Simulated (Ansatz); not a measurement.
# Ru (Ruthenium): the cost of one run

All numbers are computed with Ansatz 0.2.0, driven from Python. Level of theory: DFT r2SCAN, plane waves, PAW.

### 1 The structure

Symmetry: P6_3/mmc, No. 194, hexagonal system. Conventional cell: a = 2.706 Å, b = 2.706 Å, c = 4.282 Å, α = 90.00°, β = 90.00°, γ = 120.00°. Ru (site symmetry -6m2) has 12 Ru at 2.65 to 2.71 Å as nearest neighbours.

Input file POSCAR_ru:

```text
Ru
1.0
   2.70580000    0.00000000    0.00000000
  -1.35290000    2.34329154    0.00000000
   0.00000000    0.00000000    4.28190000
Ru
2
Direct
   0.33333333    0.66666667    0.25000000
   0.66666667    0.33333333    0.75000000
```

### 2 The script

The input, smear.py:

```python
# -*- coding: utf-8 -*-
"""How the energy of Ru depends on the smearing."""

import warnings

import ansatz as az
from ase.io import read
import pandas as pd


def main():
    warnings.simplefilter("ignore", az.DeckWarning)

    atoms = read("POSCAR_ru", format="vasp")
    structure = az.Crystal.from_ase(atoms)

    calculation = (
        structure.calculation()
        .functional(az.Functional.R2SCAN)
        .basis(530)
        .kpoints(14, 14, 8)
        .forces()
        .stress()
    )

    rows = []
    for value in [0.5, 0.3, 0.2, 0.1]:
        summary = calculation.occupations("fermi_dirac", width=value).run(threads=1, pin="off").report
        rows.append((value, summary["free_energy_ev"] / len(summary["lattice"]["sites"]), summary["n_iterations"], sum(summary["stress_gpa"][i][i] for i in range(3)) / 3, max(abs(f) for row in summary["forces_ev_ang"] for f in row), summary["n_kpoints"]))

    table = pd.DataFrame(rows, columns=["width (eV)", "F/atom (eV)", "iterations", "P (GPa)", "max component (eV/A)", "k-points"])
    print(table.round(5).to_string(index=False))

    # differences from the last row
    for row in rows[:-1]:
        shift = 1000 * (row[1] - rows[-1][1])
        print(f"{row[0]}: {shift:+.2f} meV/atom" + ("  (within 5 meV)" if abs(shift) < 5 else ""))


if __name__ == "__main__":
    main()
```

### 3 Launch

On the command line:

```bash
python smear.py
```

Q: Estimate wall time and peak memory on 1 thread of Arm Neoverse V1, shared host.

About 39 s, with a peak of 0.62 GiB.
